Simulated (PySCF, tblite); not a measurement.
# C6H9N3: geometry, infrared bands and NMR shifts

Wanted: the infrared bands and NMR shifts of C6H9N3 (`CCc1ncnc(C)n1`), by calculation.

Computed with tblite 0.8.0 and PySCF 2.14.0, with density-fitted response routines of our own, on a single molecule in the gas phase. Atoms are numbered from 0 throughout.

### Step 1. Starting geometry

18 atoms, charge 0, multiplicity 1; geometry from: force field or distance geometry start.

Bonds of the start (Å): C0–C1 1.52, C1–C2 1.49, C2–N3 1.33, N3–C4 1.33, C4–N5 1.33, N5–C6 1.34, C6–C7 1.49, C6–N8 1.34, N8–C2 1.34, C0–H9 1.10, C0–H10 1.09, C0–H11 1.08, C1–H12 1.11, C1–H13 1.10, C4–H14 1.08, C7–H15 1.09, C7–H16 1.10, C7–H17 1.09.

### Step 2. Optimising the geometry with GFN2-xTB

Job settings and geometry (Å):

```
{"job": {"kind": "relax", "xc": "GFN2-xTB", "basis": "xTB"}, "charge": 0, "multiplicity": 1}
C      2.657600     0.605500    -0.363400
C      1.872800     0.079300     0.823700
C      0.515600    -0.397200     0.436000
N      0.371200    -1.659800     0.045700
C     -0.864900    -2.009700    -0.296200
N     -1.932400    -1.208600    -0.321200
C     -1.678900     0.050500     0.058400
C     -2.825100     1.007200     0.102200
N     -0.480300     0.500100     0.454000
H      2.126600     1.455900    -0.817600
H      2.771100    -0.165000    -1.131600
H      3.639900     0.941300    -0.051400
H      2.423200    -0.754600     1.299600
H      1.791600     0.856200     1.593200
H     -1.022300    -3.027300    -0.610400
H     -2.493200     2.025800    -0.081400
H     -3.572000     0.744400    -0.659700
H     -3.309200     0.962500     1.081900
```

On the command line:

```sh
$ OMP_NUM_THREADS=1 python probes_run.py task.json out
```

This one command runs all jobs of the session in turn.

**Question.** This job is followed by: GFN2-xTB harmonic vibrations, gas phase; GIAO PBE0/pcSseg-1 NMR shielding, non-relativistic, gas phase. Predict these results of the whole session: strongest single infrared mode (GFN2-xTB); zero-point energy (GFN2-xTB); 13C shifts against TMS (PBE0/pcSseg-1); 1H shifts against TMS (PBE0/pcSseg-1, means over atoms taken as alike); 15N shifts against NH3 (PBE0/pcSseg-1); surface potential, 1st and 99th percentile.

The runs gave:

| quantity | value |
| --- | --- |
| strongest single infrared mode (GFN2-xTB) | 1566 cm⁻¹, 447 km/mol |
| zero-point energy (GFN2-xTB) | 90.9 kcal/mol |
| 13C shifts against TMS (PBE0/pcSseg-1) | 187.7, 183.3, 172.4, 38.4, 28.8, 18.2 ppm |
| 1H shifts against TMS (PBE0/pcSseg-1, means over atoms taken as alike) | 9.17, 2.94, 2.83, 1.39 ppm |
| 15N shifts against NH3 (PBE0/pcSseg-1) | 310.9, 306.6, 304.4 ppm |
| surface potential, 1st and 99th percentile | -1.45 V and 0.88 V |

What this shows: Relaxing lowered the energy by 0.064 eV in 33 steps; the close pair that moved most is C1–H12, from 1.107 to 1.090 Å. No mode is imaginary among the 48: a minimum at this level. The strongest single mode, at 1566 cm⁻¹, is spread over several atoms, C4, N8, C2, C6 among them. GFN2-xTB is a fitted tight-binding method: band positions and strengths are rough. Its intensities can rank the bands wrongly. NICS(1)zz of -24 ppm above the planar ring from C2 marks a diatropic (aromatic) ring current. At PBE0/pcSseg-1, counted by nearest atom on the grid, the HOMO lies on N8 48 %; N5 21 %, the LUMO on C4 29 %; N8 21 %.
